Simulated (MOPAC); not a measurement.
# How the settings of MOPAC move a run on CeO$_{2}$

Simulated with MOPAC 23.2.5. This is a test of settings. The cell began as a database structure and was relaxed with r2SCAN in plane waves (Ansatz 0.2.0). All runs are without spin polarisation, and a magnetic state may lie lower.

It is cubic, Fm-3m (No. 225); a = 5.437 Å in the conventional setting, 13.40 Å³ an atom. Ce is surrounded by 8 O at 2.35 Å; O is surrounded by 4 Ce at 2.35 Å.

The base run uses PM7 on a cluster of 96 atoms.

```
PM7 1SCF GRADIENTS AUX(PRECISION=6) THREADS=1
crystal as a cluster of 2x2x2 conventional cells

Ce 5.437299 1 0.000000 1 0.000000 1
O 6.796624 1 1.359325 1 1.359325 1
O 9.515274 1 4.077974 1 4.077974 1
Ce 8.155949 1 2.718650 1 0.000000 1
O 9.515274 1 4.077974 1 1.359325 1
O 1.359325 1 6.796624 1 4.077974 1
Ce 8.155949 1 0.000000 1 2.718650 1
O 9.515274 1 1.359325 1 4.077974 1
O 1.359325 1 4.077974 1 6.796624 1
Ce 0.000000 1 0.000000 1 0.000000 1
O 1.359325 1 1.359325 1 1.359325 1
O 4.077974 1 4.077974 1 4.077974 1
Ce 2.718650 1 2.718650 1 0.000000 1
O 4.077974 1 4.077974 1 1.359325 1
O 6.796624 1 6.796624 1 4.077974 1
Ce 5.437299 1 5.437299 1 0.000000 1
O 6.796624 1 6.796624 1 1.359325 1
O 9.515274 1 9.515274 1 4.077974 1
Ce 8.155949 1 8.155949 1 0.000000 1
O 9.515274 1 9.515274 1 1.359325 1
O 1.359325 1 1.359325 1 4.077974 1
Ce 2.718650 1 0.000000 1 2.718650 1
O 4.077974 1 1.359325 1 4.077974 1
[... 59 lines left out ...]
O 4.077974 1 9.515274 1 6.796624 1
O 6.796624 1 1.359325 1 9.515274 1
Ce 0.000000 1 2.718650 1 8.155949 1
O 1.359325 1 4.077974 1 9.515274 1
O 4.077974 1 6.796624 1 1.359325 1
Ce 2.718650 1 5.437299 1 8.155949 1
O 4.077974 1 6.796624 1 9.515274 1
O 6.796624 1 9.515274 1 1.359325 1
Ce 5.437299 1 8.155949 1 8.155949 1
O 6.796624 1 9.515274 1 9.515274 1
O 9.515274 1 1.359325 1 1.359325 1
Ce 0.000000 1 8.155949 1 8.155949 1
O 1.359325 1 9.515274 1 9.515274 1
O 4.077974 1 1.359325 1 1.359325 1
Tv 10.874598 1 0.000000 1 0.000000 1
Tv 0.000000 1 10.874598 1 0.000000 1
Tv 0.000000 1 0.000000 1 10.874598 1
```

Command: `mopac run.mop`. It took 2.8 min on 1 thread of Arm Neoverse V1, with other jobs on the host, peak memory 0.032 GiB.

It converged with a gap of 3.32 eV. MOPAC's gap is a Hartree-Fock orbital gap, usually far wider than a measured one, and its energy is the heat of formation.

Each further run moved one setting: CUTOFP (reach of the lattice sums in Å); method (Hamiltonian); cluster (size of the cluster in conventional cells). Changes are from the base run, which isn't itself converged in every setting; energies of another Hamiltonian, functional, basis or charge aren't compared.

| setting | how it ended | gap change (eV) | energy change (meV/atom) | time (s) |
| --- | --- | --- | --- | --- |
| CUTOFP = 10 | converged | 0.26 | 73.7 | 170 |
| method = PM3 | converged | 0.49 | – | 170 |
| method = RM1 | converged | 0.30 | – | 150 |
| method = MNDO | refused | – | – | 0.05 |
| method = PM8 (poor on purpose) | refused | – | – | 0.05 |
| cluster = 1x1x1 (poor on purpose) | refused | – | – | 0.05 |

With method = MNDO nothing was computed: the Hamiltonian has no parameters for an element here. With method = PM8 nothing was computed: the Hamiltonian has no parameters for an element here. With cluster = 1x1x1 nothing was computed: the program refuses so small a cluster.

The end of the log, shortened, for method = MNDO:

```
  (Parameters are available if AM1 SPARKLE is used)
  (Parameters are available if PM3 SPARKLE is used)
  (Parameters are available if PM6 SPARKLE is used)
          SOME ELEMENTS HAVE BEEN SPECIFIED FOR WHICH
          NO PARAMETERS ARE AVAILABLE.  CALCULATION STOPPED.
          Parameters for some elements are missing
           Empirical Formula: O64 Ce32  =    96 atoms
 *     Error and normal termination messages reported in this calculation     *
 * Parameters for some elements are missing                                   *
 * JOB ENDED NORMALLY                                                         *
 TOTAL JOB TIME:             0.01 SECONDS
 == MOPAC DONE ==
```

Spin-orbit coupling is left out.
